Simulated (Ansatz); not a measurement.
# AlSiGe (quartet): the correlation ladder, cc-pVDZ

The task here is to estimate one member of a computed series from the others.

Method: cc-pVDZ, core rule «outside noble gas», up to 24 orbitals frozen; program: Ansatz 0.2.0, Gaussian basis.

To be run: UHF; CCSD(T) on ROHF; BCCD(T) on ROHF; CISD as a restricted active space (open shells left free, so some higher excitations enter); CCSDT(Q) on ROHF; CCSDT(Q) on UHF.

37 further runs of the same task are left out: 20 that didn't finish, 17 set aside as unsound or not needed. Runs told in other sessions of the task aren't counted.

## The system

The geometry is a PBE0/def2-TZVP stationary point (not a proven minimum) of the parent state, kept for this charge and spin. No spin-orbit coupling is included. The filled d shell of Ge may be among the frozen orbitals whatever the setting's name suggests.

3 atoms, charge 0, spin multiplicity 4.

Atoms are counted from 1 here; the program's logs count them from 0.

Bond lengths: Ge1–Al2 2.409 Å, Al2–Si3 2.349 Å. Angles: Ge1–Al2–Si3 180.0°.

The first run:

The input, in.yaml:

```yaml
crystal:
  periodic: [false, false, false]
  atoms:
    - {symbol: Ge, position_ang: [0.000000, 0.000000, 2.389300]}
    - {symbol: Al, position_ang: [0.000000, 0.000000, -0.020100]}
    - {symbol: Si, position_ang: [0.000000, 0.000000, -2.369200]}
basis:
  gaussian: {orbitals: cc-pVDZ}
magnetization: {spin_polarized: true, initial_magnetization: 3}
hamiltonian: {xc: hf}
output: {orbitals: {seedname: orbitals}}
```

Launch:

```sh
> ansatz run in.yaml --threads 1 --pin off --events-out ev --progress --plain --max-ram 2393MiB
```

Steps of the session up to this table: UHF; CCSD(T) on ROHF; BCCD(T) on ROHF; CISD as a restricted active space (open shells left free, so some higher excitations enter); CCSDT(Q) on ROHF; CCSDT(Q) on UHF.

One table of the session follows, with a row left open; its other results are not shown here.

| method | from RCCSDT(Q) (kcal/mol) |
| --- | --- |
| ROHF | +140.89 |
| RMP2 | +35.23 |
| CISD | +22.94 |
| RCCSD | +8.93 |
| RCCSD(T) | +2.29 |
| BCCD(T) | ? |
| RCCSDT | +0.65 |
| RCCSDT(Q) | 0 |

**Question.** Estimate the row for BCCD(T).

The run gave: from RCCSDT(Q) (kcal/mol): +2.28. In the column «from RCCSDT(Q) (kcal/mol)» it lies between RCCSDT (+0.65) and RCCSD(T) (+2.29).

Not comparable, so not listed: CCSDT(Q) on UHF (they don't share determinant, frozen orbitals or solution with the rows shown, or repeat one).
